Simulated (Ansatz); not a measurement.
# CH₄InOS radical: basis-set convergence

Aim: see how fast density functionals converge with the basis set for CH₄InOS radical.

The runs use Ansatz 0.2.0, Gaussian basis; one geometry, several basis sets.

The runs, in order: PBE0-D4/def2-SVP; ωB97M-V/def2-SVP; PBE0-D4/def2-QZVPP; ωB97M-V/def2-QZVPP; the functionals' def2-TZVPP values are taken from earlier runs.

### 1 The relaxed structure

The geometry comes from an earlier relaxation with PBE0-D4 in a triple-zeta def2 set; it is a stationary point, not always the lowest conformer. In takes the def2 core potential; no spin-orbit term is included.

SMILES `C[O][In][SH]`, 8 atoms, charge 0, spin multiplicity 2.

Atoms are counted from 1 here; the program's logs count them from 0.

Bond lengths: C1–O2 1.397 Å, C1–H5 1.098 Å, C1–H6 1.098 Å, C1–H7 1.097 Å, O2–In3 2.010 Å, In3–S4 2.432 Å, S4–H8 1.347 Å. Angles: O2–C1–H5 112.8°, O2–C1–H6 112.8°, O2–C1–H7 108.3°, H5–C1–H6 107.9°, H5–C1–H7 107.3°, H6–C1–H7 107.3°, C1–O2–In3 128.3°, O2–In3–S4 109.3°, In3–S4–H8 89.3°.

### 2 PBE0-D4 in def2-SVP

Input file in.yaml:

```yaml
crystal:
  periodic: [false, false, false]
  atoms:
    - {symbol: C, position_ang: [0.651417, 1.405027, -0.080954]}
    - {symbol: O, position_ang: [0.251856, 0.071139, 0.034855]}
    - {symbol: In, position_ang: [-1.591160, -0.701340, -0.183101]}
    - {symbol: S, position_ang: [-1.499976, -3.105884, 0.168163]}
    - {symbol: H, position_ang: [0.469719, 1.819089, -1.081639]}
    - {symbol: H, position_ang: [0.162126, 2.061602, 0.650722]}
    - {symbol: H, position_ang: [1.731128, 1.458013, 0.103338]}
    - {symbol: H, position_ang: [-0.175110, -3.007637, 0.388615]}
basis:
  gaussian: {orbitals: def2-SVP}
magnetization: {spin_polarized: true, initial_magnetization: 1}
hamiltonian: {xc: pbe0, dispersion: d4}
output: {orbitals: {seedname: orbitals}}
```

Run with:

```sh
$ ansatz run in.yaml --threads 4 --pin off --events-out ev --progress --plain --max-ram 10444MiB
```

The runs that follow: ωB97M-V in def2-SVP; PBE0-D4 in def2-QZVPP; ωB97M-V in def2-QZVPP.

Q: Predict the results of all the runs planned. Wanted: PBE0-D4: double and triple zeta above quadruple; ωB97M-V: double and triple zeta above quadruple.

As calculated:

```
                                       quantity          value
PBE0-D4: double and triple zeta above quadruple  8.28, 0.56 eV
ωB97M-V: double and triple zeta above quadruple  8.38, 0.54 eV
```

PBE0-D4 gains 7.72 eV from double to triple zeta, then 0.56 eV more. These are total energies; as a rule much of such shifts cancels in differences, which this series doesn't test.
